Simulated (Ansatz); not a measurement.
# CCSD(T)/aug-cc-pVDZ run of CH3BFN (SMILES BN=CF)

Aim: the energy change on altering one bond length of CH3BFN at CCSD(T)/aug-cc-pVDZ, from 2 runs. 

The results are computed with Ansatz 0.2.0.

93 further runs of the same task are left out: 93 set aside as unsound or not needed.

## Step 1: Starting point

CH3BFN: 7 atoms, total charge 0, spin state singlet. As SMILES, `BN=CF`. The shape is that of a PBE0-D4/def2-TZVP optimisation.

Bond lengths: B1–N2 1.364 Å, N2–C3 1.223 Å, C3–F4 1.339 Å, B1–H5 1.196 Å, B1–H6 1.196 Å, C3–H7 1.088 Å. Angles: B1–N2–C3 178.6°, N2–C3–F4 122.5°, N2–B1–H5 118.8°, N2–B1–H6 118.8°, N2–C3–H7 126.7°, F4–C3–H7 110.8°, H5–B1–H6 122.5°.

## Step 2: The energy at CCSD(T)/aug-cc-pVDZ

The input, molecule.yaml:

```yaml
crystal:
  periodic: [false, false, false]
  atoms:
    - {symbol: B, position_ang: [-0.480500, 1.089800, 0.570900]}
    - {symbol: "N", position_ang: [0.018600, -0.008400, -0.066500]}
    - {symbol: C, position_ang: [0.466800, -1.006900, -0.611700]}
    - {symbol: F, position_ang: [0.739900, -2.132000, 0.060700]}
    - {symbol: H, position_ang: [0.284400, 1.897100, 1.009900]}
    - {symbol: H, position_ang: [-1.666300, 1.214200, 0.659800]}
    - {symbol: H, position_ang: [0.698200, -1.122000, -1.669000]}
basis:
  gaussian: {orbitals: aug-cc-pVDZ}
scf: {omitted_lower_state_checks: [cluster_reference, increment]}
accuracy: high
correlation: {method: ccsd_t, frozen_orbitals: {B: 1, C: 1, F: 1, H: 0, "N": 1}}
```

Run with:

```console
ansatz run molecule.yaml --threads 1 --pin off --max-ram 3480MiB --events-out events.jsonl --progress --plain --runs-dir runs
```

The log of the run, cut to the lines that bear on the results:

```text
Warning: RAYON_NUM_THREADS=1 ignored (pool sized by the plan → 1); use --threads N
Functional definition: HF
  name "HF"
[...]
2329 factors; integrals over basis functions are off by at most 2.9e-9 eV
[...]
mean field -5937.76944778 eV, -218.2090024414 hartree, gradient 2.9e-8 eV, S^2 0.000000; 0 other end points of the search recorded, 0 dependent functions left out
4 core orbitals not correlated: weight in the atoms' cores, before any rotation towards them, 1.000 or more for the frozen orbitals, at most 0.000 for the correlated occupied ones
reference -5937.76944778 eV, -218.2090024414 hartree; 11, 11 occupied and 104, 104 virtual orbitals, 2329 factors
second order -16.05804910 eV of doubles, -0.00000000 eV of singles
cycle   1  -16.22505685 eV  change   -1.7e-1 eV  update   1.0e-1
[...]
cycle  22  -16.79410814 eV  change    1.4e-9 eV  update   1.1e-9
perturbative correction -0.58437970 eV, -0.0214755579 hartree
Total energy: -5955.14793563 eV, -218.8476500900 hartree
Checks for a lower state left out: cluster_reference, increment
```

Run time: 42 s. Hardware: 1 thread of Intel Xeon Platinum 8259CL at 2.50GHz (Skylake/Cascade Lake), shared host; peak memory 1.2 GiB.

## Step 3: The distorted shape, same level

The input, run.yaml:

```yaml
crystal:
  periodic: [false, false, false]
  atoms:
    - symbol: B
      position_ang: [-1.018355, 2.288033, 1.225158]
    - symbol: "N"
      position_ang: [-0.519255, 1.189833, 0.587758]
    - symbol: C
      position_ang: [0.466800, -1.006900, -0.611700]
    - symbol: F
      position_ang: [0.739900, -2.132000, 0.060700]
    - symbol: H
      position_ang: [-0.253455, 3.095333, 1.664158]
    - symbol: H
      position_ang: [-2.204155, 2.412433, 1.314058]
    - symbol: H
      position_ang: [0.698200, -1.122000, -1.669000]
basis:
  gaussian:
    orbitals: aug-cc-pVDZ
correlation:
  method: ccsd_t
  frozen_orbitals: {B: 1, C: 1, F: 1, H: 0, "N": 1}
accuracy: high
scf:
  omitted_lower_state_checks: [cluster_reference, increment]
```

Run with:

```console
ansatz run run.yaml --threads 1 --pin off --max-ram 3480MiB --events-out events.jsonl --progress --plain --runs-dir runs
```

The log of the run, cut to the lines that bear on the results:

```text
Warning: RAYON_NUM_THREADS=1 ignored (pool sized by the plan → 1); use --threads N
[... 2 set-up lines as earlier in the session ...]
[...]
2370 factors; integrals over basis functions are off by at most 7.5e-9 eV
[...]
mean field -5930.57827056 eV, -217.9447315529 hartree, gradient 5.8e-8 eV, S^2 0.000000; 5 other end points of the search recorded, 0 dependent functions left out; unrestricted orbitals would lower it
4 core orbitals not correlated: weight in the atoms' cores, before any rotation towards them, 1.000 or more for the frozen orbitals, at most 0.000 for the correlated occupied ones
reference -5930.57827056 eV, -217.9447315529 hartree; 11, 11 occupied and 104, 104 virtual orbitals, 2370 factors
second order -14.75976309 eV of doubles, -0.00000000 eV of singles
cycle   1  -15.54233374 eV  change   -7.8e-1 eV  update   1.4e-1
[...]
cycle  34  -16.47744743 eV  change   5.7e-10 eV  update   1.6e-9
perturbative correction -0.59310099 eV, -0.0217960593 hartree
Total energy: -5947.64881898 eV, -218.5720626363 hartree
Checks for a lower state left out: cluster_reference, increment
```

Wall time 63 s (1 thread of Intel Xeon Platinum 8259CL at 2.50GHz (Skylake/Cascade Lake), shared host); peak memory 1.3 GiB.

## Step 4: Results

Level: CCSD(T)/aug-cc-pVDZ, 4 core orbitals frozen.

| quantity | value |
| --- | --- |
| first shape: total energy | -218.84765 Eh |
| first shape: correlation energy (4 core orbitals frozen) | -638.6 mEh |
| first shape: (T) correction | -21.48 mEh |
| first shape: T1 diagnostic | 0.016 |
| distorted shape: total energy | -218.57206 Eh |
| distorted shape: correlation energy (4 core orbitals frozen) | -627.3 mEh |
| distorted shape: (T) correction | -21.80 mEh |
| distorted shape: T1 diagnostic | 0.033 |
| energy change with the N2–C3 bond stretched from 1.223 to 2.690 Å | 7.499 eV |

In words: With the N2–C3 bond stretched from 1.223 to 2.690 Å the energy rises by 7.50 eV (173 kcal/mol). The first shape isn't relaxed at this level, so the change isn't measured from a minimum. The triples (first shape) make up 3.4 % of the correlation energy. The T1 diagnostic (distorted shape) of 0.033 is above the customary mark for such species, so a single reference may not serve. The restricted solution (distorted shape) is unstable to spin breaking: an unrestricted one lies lower. The triples (distorted shape) make up 3.5 % of the correlation energy.
